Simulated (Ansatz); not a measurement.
**C7H12O2: vertical ionisation energy**

One table from this session's results is given with a row withheld; the runs are named, their logs left out.

Computed with Ansatz 0.2.0, Gaussian basis. Level: unrestricted cation, the program's frozen cores in correlated methods.

The runs, in order: UKS PBE-D4/def2-TZVPP; UKS r2SCAN-D4/def2-TZVPP; UKS PBE0-D4/def2-TZVPP; UKS B3LYP-D4/def2-TZVPP; UKS wB97X-V/def2-TZVPP; UKS wB97M-V/def2-TZVPP; UKS B2PLYP/def2-TZVPP; UHF-CCSD(T)/def2-TZVPP; UHF-MP2/def2-QZVPP; extrapolation to the limit; then −ε(HOMO) from the neutral's earlier runs with LDA (SPW92), PBE-D4, revPBE-D4, BLYP-D4, r2SCAN-D4, B97M-V, PBE0-D4, B3LYP-D4, r2SCANh-D4, r2SCAN0-D4, HSE06-D4, BHLYP-D4, CAM-B3LYP-D4, LC-ωPBE, ωB97X-V, ωB97M-V.

## The relaxed structure

An earlier PBE0-D4 in a triple-zeta def2 set relaxation fixed the geometry.

SMILES `CC(=O)CC(=O)C(C)C`, 21 atoms, charge 0, spin multiplicity 1.

Atoms are counted from 1 here; the program's logs count them from 0.

Bond lengths: C1–C2 1.498 Å, C1–H10 1.088 Å, C1–H11 1.094 Å, C1–H12 1.094 Å, C2–O3 1.205 Å, C2–C4 1.523 Å, C4–C5 1.523 Å, C4–H13 1.089 Å, C4–H14 1.090 Å, C5–O6 1.205 Å, C5–C7 1.512 Å, C7–C8 1.517 Å, C7–C9 1.531 Å, C7–H15 1.097 Å, C8–H16 1.091 Å, C8–H17 1.091 Å, C8–H18 1.092 Å, C9–H19 1.092 Å and more. Angles: C2–C1–H10 110.4°, C2–C1–H11 109.8°, C2–C1–H12 109.2°, H10–C1–H11 110.9°, H10–C1–H12 109.7°, H11–C1–H12 106.7°, C1–C2–O3 123.4°, C1–C2–C4 115.9°, O3–C2–C4 120.7°, C2–C4–C5 106.8°, C2–C4–H13 108.1°, C2–C4–H14 110.9°, C5–C4–H13 111.3°, C5–C4–H14 108.4°, H13–C4–H14 111.3°, C4–C5–O6 120.5°, C4–C5–C7 116.1°, O6–C5–C7 123.3° and more.

Coordinates:

```xyz
21

C    -1.4712    2.0526   -1.8778
C    -0.8212    0.7039   -1.8213
O    -1.3413   -0.3002   -2.2373
C     0.5436    0.6514   -1.1482
C     0.2918    0.4477    0.3396
O     0.1042    1.3925    1.0641
C     0.2539   -0.9861    0.8174
C    -0.5145   -1.1224    2.1177
C     1.6910   -1.4954    0.9542
H    -2.5011    1.9642   -2.2178
H    -1.4242    2.5271   -0.8936
H    -0.9105    2.6945   -2.5642
H     1.0987   -0.1839   -1.5735
H     1.0795    1.5914   -1.2804
H    -0.2378   -1.5641    0.0249
H    -0.0498   -0.5259    2.9047
H    -1.5446   -0.7789    2.0079
H    -0.5329   -2.1662    2.4384
H     1.6857   -2.5487    1.2411
H     2.2539   -1.4071    0.0225
H     2.2222   -0.9359    1.7282
```

The first run:

The input, in.yaml:

```yaml
crystal:
  periodic: [false, false, false]
  atoms:
    - {symbol: C, position_ang: [-1.471168, 2.052601, -1.877761]}
    - {symbol: C, position_ang: [-0.821244, 0.703927, -1.821324]}
    - {symbol: O, position_ang: [-1.341285, -0.300175, -2.237288]}
    - {symbol: C, position_ang: [0.543599, 0.651357, -1.148214]}
    - {symbol: C, position_ang: [0.291775, 0.447684, 0.339629]}
    - {symbol: O, position_ang: [0.104162, 1.392483, 1.064124]}
    - {symbol: C, position_ang: [0.253875, -0.986069, 0.817364]}
    - {symbol: C, position_ang: [-0.514521, -1.122442, 2.117722]}
    - {symbol: C, position_ang: [1.690976, -1.495371, 0.954209]}
    - {symbol: H, position_ang: [-2.501124, 1.964234, -2.217837]}
    - {symbol: H, position_ang: [-1.424165, 2.527139, -0.893565]}
    - {symbol: H, position_ang: [-0.910496, 2.694535, -2.564175]}
    - {symbol: H, position_ang: [1.098741, -0.183862, -1.573501]}
    - {symbol: H, position_ang: [1.079520, 1.591438, -1.280445]}
    - {symbol: H, position_ang: [-0.237774, -1.564087, 0.024873]}
    - {symbol: H, position_ang: [-0.049772, -0.525922, 2.904653]}
    - {symbol: H, position_ang: [-1.544575, -0.778888, 2.007905]}
    - {symbol: H, position_ang: [-0.532853, -2.166221, 2.438409]}
    - {symbol: H, position_ang: [1.685745, -2.548656, 1.241099]}
    - {symbol: H, position_ang: [2.253946, -1.407067, 0.022501]}
    - {symbol: H, position_ang: [2.222239, -0.935939, 1.728224]}
basis:
  gaussian: {orbitals: def2-TZVPP}
total_charge: 1
magnetization: {spin_polarized: true, initial_magnetization: 1}
hamiltonian: {xc: pbe, dispersion: d4}
```

Launch:

```
$ ansatz run in.yaml --threads 5 --pin off --events-out ev --progress --plain --max-ram 66560MiB --backend cuda --devices 0, --max-vram 37GiB
```

Steps of the session up to this table: Cation, UKS PBE-D4/def2-TZVPP; Cation, UKS r2SCAN-D4/def2-TZVPP; Cation, UKS PBE0-D4/def2-TZVPP; Cation, UKS B3LYP-D4/def2-TZVPP; Cation, UKS wB97X-V/def2-TZVPP; Cation, UKS wB97M-V/def2-TZVPP; Cation, UKS B2PLYP (frozen core)/def2-TZVPP; Cation, UHF-CCSD(T)/def2-TZVPP; Cation, UHF-MP2/def2-QZVPP.

One of the session's tables, all rows but one given; the rest of the session is left out.

For comparison, −ε(HOMO) of the neutral from earlier runs:

```
  functional  −ε(HOMO) (eV)
 LDA (SPW92)           5.94
      PBE-D4           5.75
   revPBE-D4           5.67
     BLYP-D4           5.67
   r2SCAN-D4           6.03
      B97M-V           6.21
     PBE0-D4           7.29
    B3LYP-D4              ?
  r2SCANh-D4           6.61
  r2SCAN0-D4           7.49
    HSE06-D4           6.88
    BHLYP-D4           8.80
CAM-B3LYP-D4           8.75
     LC-ωPBE          10.02
     ωB97X-V           9.72
     ωB97M-V           9.67
```

Estimate the missing values for B3LYP-D4.

Worked estimate for «−ε(HOMO) (eV)». Against the share of exact exchange, BLYP-D4 (0, 5.67), BHLYP-D4 (0.5, 8.80) give a slope of 6.26 per unit share; at 0.2 the line stands at 6.92.

**Answer.** −ε(HOMO) (eV): 7.07. In «−ε(HOMO) (eV)» the line misses by -0.15.
